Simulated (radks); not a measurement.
# Ionising iridium step by step, Ir⁴⁰⁺ to Ir⁵⁹⁺

An exercise on one series of results from a longer session: the logs are not shown, and one member is left open.

The numbers are computed with radks (a radial shooting solver on a logarithmic mesh, Libxc functionals) version 1 (Dirac Kohn-Sham, LB94 model potential, spin-unpolarised, spherical densities, finite nucleus; open shells fill j = l - 1/2 first), except any that are marked as measured or tabulated.

## The system

| Property | Result |
| --- | --- |
| element | iridium (Z = 77) |
| charges | 40 to 59 |
| first configuration | [Kr] 4d1 |
| last configuration | [Ar] |

LB94 adds a gradient term to the LDA potential that gives it a −1/r tail. It is a model potential with no energy functional, so Etot and Exc are not given.

Set-up of the first run:

The run's settings:

```text
Z 77
configuration [Kr] 4d1
relativity Dirac
functional lda,pw
model_potential LB94
spin unpolarised
j_filling energy
nucleus finite rms 5.4032 fm
c 137.035999084
```

Among the steps run: Ir⁴⁰⁺, [Kr] 4d1.

One table of the session follows, with a row left open; its other results are not shown here.

It belongs to the step «Ir⁴⁰⁺, [Kr] 4d1». From the orbitals of this run (lengths in bohr):

```
level     <r>  outermost maximum (interpolated)  90 % within  nodes
3p3/2  0.1922                             0.178        0.287      1
3d3/2       ?                                 ?            ?      ?
3d5/2  0.1717                             0.142        0.265      0
4s1/2  0.3826                             0.375        0.542      3
4p1/2  0.3789                             0.371        0.543      2
4p3/2  0.4013                             0.394        0.573      2
4d3/2  0.3891                             0.377        0.567      1
4d5/2  0.3954                             0.384        0.576      1
```

Q: Estimate the row for 3d3/2 from the others.

**Answer.** <r>: 0.1673; outermost maximum (interpolated): 0.138; 90 % within: 0.259; nodes: 0. In the column «<r>» it is the lowest.

Limits of these values: Spin polarisation and multiplet splitting are left out.
